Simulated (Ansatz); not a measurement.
# C₂H₉AlOSi: one species, many methods

How much do the methods differ for C₂H₉AlOSi? The plan is to run it at one geometry with functionals of several rungs and with coupled cluster, and see how far each lands from CCSD(T) at the basis-set limit for the atomisation energy.

The runs use Ansatz 0.2.0, Gaussian basis; functionals in def2-TZVPP, the program's frozen cores in correlated methods.

Levels to be run: LDA (SPW92), PBE-D4, revPBE-D4, BLYP-D4, r2SCAN-D4, B97M-V, PBE0-D4, B3LYP-D4, r2SCANh-D4, r2SCAN0-D4, HSE06-D4, BHLYP-D4, CAM-B3LYP-D4, LC-ωPBE, ωB97X-V, ωB97M-V, B2PLYP, PBE-QIDH; CCSD(T)/def2-SVP; CCSD(T)/def2-TZVPP; MP2/def2-QZVPP; extrapolation to the limit; RPA on PBE.

## (1) The relaxed structure

The geometry comes from an earlier relaxation with PBE0-D4 in a triple-zeta def2 set; it is a stationary point, not always the lowest conformer.

14 atoms, charge 0, spin multiplicity 1.

Atoms are counted from 1 here; the program's logs count them from 0.

Bond lengths: C1–C2 1.528 Å, C1–H6 1.094 Å, C1–H7 1.093 Å, C1–H8 1.093 Å, C2–Al3 1.951 Å, C2–H9 1.099 Å, C2–H10 1.099 Å, Al3–O4 1.689 Å, Al3–H11 1.583 Å, O4–Si5 1.621 Å, Si5–H12 1.490 Å, Si5–H13 1.488 Å, Si5–H14 1.488 Å. Angles: C2–C1–H6 112.1°, C2–C1–H7 111.7°, C2–C1–H8 111.7°, H6–C1–H7 107.2°, H6–C1–H8 107.3°, H7–C1–H8 106.6°, C1–C2–Al3 116.2°, C1–C2–H9 110.4°, C1–C2–H10 110.4°, Al3–C2–H9 107.6°, Al3–C2–H10 107.5°, H9–C2–H10 104.1°, C2–Al3–O4 119.3°, C2–Al3–H11 124.0°, O4–Al3–H11 116.6°, Al3–O4–Si5 167.0°, O4–Si5–H12 110.9°, O4–Si5–H13 110.1° and more.

## (2) LDA

This LDA is Slater exchange with PW92 correlation.

The input, in.yaml:

```yaml
crystal:
  periodic: [false, false, false]
  atoms:
    - {symbol: C, position_ang: [0.359403, 0.434704, 1.808294]}
    - {symbol: C, position_ang: [0.194289, -1.051312, 1.492247]}
    - {symbol: Al, position_ang: [-0.193641, -1.498432, -0.366677]}
    - {symbol: O, position_ang: [-0.306018, -0.259543, -1.509646]}
    - {symbol: Si, position_ang: [-0.331652, 1.144573, -2.319472]}
    - {symbol: H, position_ang: [0.576912, 0.608631, 2.866305]}
    - {symbol: H, position_ang: [-0.542887, 1.002007, 1.565793]}
    - {symbol: H, position_ang: [1.173126, 0.882507, 1.232134]}
    - {symbol: H, position_ang: [-0.600769, -1.489011, 2.111235]}
    - {symbol: H, position_ang: [1.095998, -1.607141, 1.783876]}
    - {symbol: H, position_ang: [-0.416648, -2.974241, -0.894953]}
    - {symbol: H, position_ang: [0.091007, 2.271747, -1.442156]}
    - {symbol: H, position_ang: [-1.705977, 1.423778, -2.816012]}
    - {symbol: H, position_ang: [0.594060, 1.082532, -3.482269]}
basis:
  gaussian: {orbitals: def2-TZVPP}
hamiltonian: {xc: lda}
output: {orbitals: {seedname: orbitals}}
```

Launch:

```bash
> ansatz run in.yaml --threads 4 --pin off --events-out ev --progress --plain --max-ram 10444MiB
```

The runs that follow: PBE-D4 (GGA); revPBE-D4 (GGA); BLYP-D4 (GGA); r2SCAN-D4 (meta-GGA); B97M-V (meta-GGA); B3LYP-D4 (hybrid); r2SCANh-D4 (hybrid); r2SCAN0-D4 (hybrid); HSE06-D4 (hybrid); BHLYP-D4 (hybrid); CAM-B3LYP-D4 (range-separated); LC-ωPBE (range-separated); ωB97X-V (range-separated); ωB97M-V (range-separated); B2PLYP (double hybrid); PBE-QIDH (double hybrid); CCSD(T) in def2-SVP; CCSD(T) in def2-TZVPP; MP2 in def2-QZVPP; RPA on PBE orbitals.

Before running them: what should the planned runs give, taken together? Wanted: atomisation energy, CCSD(T)/CBS; farthest beyond LDA; mean size of error, GGA; mean size of error, meta-GGA; mean size of error, hybrid; mean size of error, range-separated; mean size of error, double hybrid; gap, smallest and largest; T1 diagnostic.

**Answer**, as computed:

| quantity | value |
| --- | --- |
| atomisation energy, CCSD(T)/CBS | 5022.6 kJ/mol |
| functionals within 25.1 kJ/mol (0.5 %) | PBE-D4, r2SCAN-D4, B97M-V, B3LYP-D4, CAM-B3LYP-D4, ωB97X-V, ωB97M-V |
| farthest beyond LDA | revPBE-D4 (-105.9 kJ/mol) |
| mean size of error, GGA | 57.2 kJ/mol |
| mean size of error, meta-GGA | 10.0 kJ/mol |
| mean size of error, hybrid | 50.5 kJ/mol |
| mean size of error, range-separated | 16.1 kJ/mol |
| mean size of error, double hybrid | 59.7 kJ/mol |
| gap, smallest and largest | 4.66 eV (LDA (SPW92)), 11.58 eV (LC-ωPBE) |
| T1 diagnostic | 0.0108 |
| triples share of the correlation energy | 3.4 % |

In words: The LDA atomisation energy is off by 556.1 kJ/mol (11 %): it overbinds. PBE-D4 is off by -10.4 kJ/mol. Double hybrids carry the basis error of their MP2 part in triple zeta, and no dispersion term here, so their miss is partly the set-up's. The rungs meta-GGA, range-separated miss on average by less than the doubt on the reference (25.1 kJ/mol), so they tie. The reference freezes the cores and leaves out relativity and excitations past (T), so misses under about 25.1 kJ/mol can't be ranked. Hartree-Fock recovers 76 % of the binding; the rest is correlation. CCSD(T) in def2-SVP is off by -272.5 kJ/mol, worse than the median functional, from the basis alone. Orbital gaps span 4.7 to 11.6 eV; exact exchange widens them.
